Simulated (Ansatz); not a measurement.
**CH₄BF₂N: basis-set convergence**

One table from this session's results is given with a row withheld; the runs are named, their logs left out.

The runs use Ansatz 0.2.0, Gaussian basis; one geometry, several basis sets.

Levels to be run: PBE0-D4/def2-SVP; ωB97M-V/def2-SVP; PBE0-D4/def2-QZVPP; ωB97M-V/def2-QZVPP; the functionals' def2-TZVPP values are taken from earlier runs.

## Structure used throughout

The geometry comes from an earlier relaxation with PBE0-D4 in a triple-zeta def2 set; it is a stationary point, not always the lowest conformer.

9 atoms, charge 0, spin multiplicity 1.

Atoms are counted from 1 here; the program's logs count them from 0.

Bond lengths: B1–C2 1.585 Å, B1–F5 1.390 Å, B1–H6 1.223 Å, B1–H7 1.240 Å, C2–N3 1.304 Å, C2–F4 1.307 Å, N3–H8 1.008 Å, N3–H9 1.009 Å. Angles: C2–B1–F5 112.6°, C2–B1–H6 107.2°, C2–B1–H7 96.9°, F5–B1–H6 116.2°, F5–B1–H7 114.2°, H6–B1–H7 108.0°, B1–C2–N3 125.1°, B1–C2–F4 122.3°, N3–C2–F4 112.3°, C2–N3–H8 117.8°, C2–N3–H9 122.2°, H8–N3–H9 119.8°.

The first run:

File in.yaml:

```yaml
crystal:
  periodic: [false, false, false]
  atoms:
    - {symbol: B, position_ang: [-0.009858, 1.106140, -0.450973]}
    - {symbol: C, position_ang: [0.398259, -0.379334, -0.079436]}
    - {symbol: N, position_ang: [-0.230787, -1.139273, 0.772592]}
    - {symbol: F, position_ang: [1.350986, -1.019706, -0.704481]}
    - {symbol: F, position_ang: [1.035064, 1.820133, -1.025409]}
    - {symbol: H, position_ang: [-0.517400, 1.600754, 0.545557]}
    - {symbol: H, position_ang: [-0.920647, 0.816302, -1.240434]}
    - {symbol: H, position_ang: [-0.963228, -0.720929, 1.323613]}
    - {symbol: H, position_ang: [-0.054091, -2.130289, 0.841870]}
basis:
  gaussian: {orbitals: def2-SVP}
hamiltonian: {xc: pbe0, dispersion: d4}
output: {orbitals: {seedname: orbitals}}
```

Command:

```sh
$ ansatz run in.yaml --threads 2 --pin off --events-out ev --progress --plain --max-ram 4352MiB
```

Steps of the session up to this table: PBE0-D4 in def2-SVP; ωB97M-V in def2-SVP; PBE0-D4 in def2-QZVPP; ωB97M-V in def2-QZVPP.

One of the session's tables, all rows but one given; the rest of the session is left out.

```
functional       basis  HOMO (eV)
   PBE0-D4    def2-SVP      -7.43
   PBE0-D4  def2-TZVPP          ?
   PBE0-D4  def2-QZVPP      -7.66
   ωB97M-V    def2-SVP      -9.64
   ωB97M-V  def2-TZVPP      -9.88
   ωB97M-V  def2-QZVPP      -9.92
```

Q: Estimate the row for PBE0-D4, def2-TZVPP from the others.

The run gave: HOMO (eV): -7.62. In the column «HOMO (eV)» it lies between PBE0-D4, def2-QZVPP (-7.66) and PBE0-D4, def2-SVP (-7.43).
